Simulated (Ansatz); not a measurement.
# H4OS2Si: the cost of one run

Program: Ansatz 0.2.0. Level of theory: RKS LDA/def2-SVP. These are calculated values, not measurements.

1 further run of the same task is left out (it didn't finish).

## Step 1: The starting structure

Bond lengths: O1–Si2 1.612 Å, Si2–S3 2.176 Å, S3–S4 2.054 Å, O1–H5 0.954 Å, Si2–H6 1.450 Å, Si2–H7 1.455 Å, S4–H8 1.336 Å. Angles: O1–Si2–S3 107.0°, O1–Si2–H6 105.9°, O1–Si2–H7 113.2°, S3–Si2–H6 108.3°, S3–Si2–H7 105.9°, H6–Si2–H7 116.1°, Si2–O1–H5 123.4°, Si2–S3–S4 99.5°, S3–S4–H8 97.4°.

As a file:

```xyz
8

O    -0.3118    1.5426   -1.4709
Si   -0.0316    0.8072   -0.0640
S    -0.3585   -1.3203   -0.3818
S     0.0109   -2.0093    1.5180
H    -0.9655    1.2442   -2.0990
H     1.3753    1.0152    0.2189
H    -0.9600    1.2009    0.9843
H     1.2410   -2.4806    1.2945
```

## Step 2: Relaxing end A

File input.yaml:

```yaml
crystal:
  periodic: [false, false, false]
  atoms:
    - { symbol: O, position_ang: [-0.31178, 1.54264, -1.47093] }
    - { symbol: Si, position_ang: [-0.03155, 0.80718, -0.06405] }
    - { symbol: S, position_ang: [-0.35853, -1.32031, -0.38176] }
    - { symbol: S, position_ang: [0.01095, -2.0093, 1.51803] }
    - { symbol: H, position_ang: [-0.96545, 1.24422, -2.09898] }
    - { symbol: H, position_ang: [1.37534, 1.01517, 0.21887] }
    - { symbol: H, position_ang: [-0.96, 1.20095, 0.98435] }
    - { symbol: H, position_ang: [1.24102, -2.48055, 1.29446] }
basis:
  gaussian: { orbitals: def2-SVP }
hamiltonian:
  xc: lda
relax:
  f_tol: 0.015
  max_steps: 40
```

The run is started by

```
ansatz run input.yaml --threads 1 --pin off --max-ram 2048MiB --backend cpu --events-out ev --progress --plain --runs-dir out
```

Q: Estimate wall time and peak memory on 1 thread of Intel Xeon at 2.50GHz (Skylake/Cascade Lake), shared host.

About 33 s, with a peak of 0.13 GiB.
